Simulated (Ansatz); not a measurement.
# GaBr− (doublet): the correlation ladder, aug-cc-pVDZ

An exercise on one series of results from a longer session: the logs are not shown, and one member is left open.

The runs use Ansatz 0.2.0, Gaussian basis; aug-cc-pVDZ, core rule «outside noble gas», up to 28 orbitals frozen.

To be run: UHF; CCSD(T) on ROHF; CCSD(T) on UHF; BCCD(T) on ROHF; CISD; CCSDT(Q) on ROHF; CCSDT(Q) on UHF.

26 further runs of the same task are left out: 11 for a known fault of the program, 7 that didn't finish, 8 set aside as unsound or not needed.

## The geometry

The geometry is a PBE0/def2-TZVPD stationary point (not a proven minimum) of the parent state, kept for this charge and spin. No spin-orbit coupling is included. The filled d shell of Ga, Br may be among the frozen orbitals whatever the setting's name suggests; the logs give the count.

2 atoms, charge -1, spin multiplicity 2.

Atoms are counted from 1 here; the program's logs count them from 0.

Bond lengths: Ga1–Br2 2.416 Å.

Set-up of the first run:

in.yaml

```yaml
crystal:
  periodic: [false, false, false]
  atoms:
    - {symbol: Ga, position_ang: [0.000000, 0.000000, 0.000000]}
    - {symbol: Br, position_ang: [0.000000, 0.000000, 2.415800]}
basis:
  gaussian: {orbitals: aug-cc-pVDZ}
total_charge: -1
magnetization: {spin_polarized: true, initial_magnetization: 1}
hamiltonian: {xc: hf}
output: {orbitals: {seedname: orbitals}}
```

Command:

```
> ansatz run in.yaml --threads 1 --pin off --events-out ev --progress --plain --max-ram 2393MiB
```

Steps of the session up to this table: UHF; CCSD(T) on ROHF; CCSD(T) on UHF; BCCD(T) on ROHF; CISD; CCSDT(Q) on ROHF; CCSDT(Q) on UHF.

One of the session's tables, all rows but one given; the rest of the session is left out.

| method | from UCCSDT(Q) (kcal/mol) |
| --- | --- |
| ROHF | ? |
| UHF | +126.04 |
| RMP2 | +18.11 |
| UMP2 | +18.39 |
| RCCSD | +4.52 |
| UCCSD | +4.44 |
| RCCSD(T) | +0.76 |
| UCCSD(T) | +0.74 |
| BCCD(T) | +0.76 |
| RCCSDT | +0.30 |
| UCCSDT | +0.27 |
| RCCSDT(Q) | +0.05 |
| UCCSDT(Q) | 0 |

Estimate the missing values for ROHF.

The run gave: from UCCSDT(Q) (kcal/mol): +127.51. In the column «from UCCSDT(Q) (kcal/mol)» it is the highest.

Not comparable, so not listed: CISD (they don't share determinant, frozen orbitals or solution with the rows shown, or repeat one).

Caveats from the session: Restricted and unrestricted rows rest on different reference determinants; where their highest levels disagree by more than a few hundredths of an eV, they describe different states and don't form one ladder.
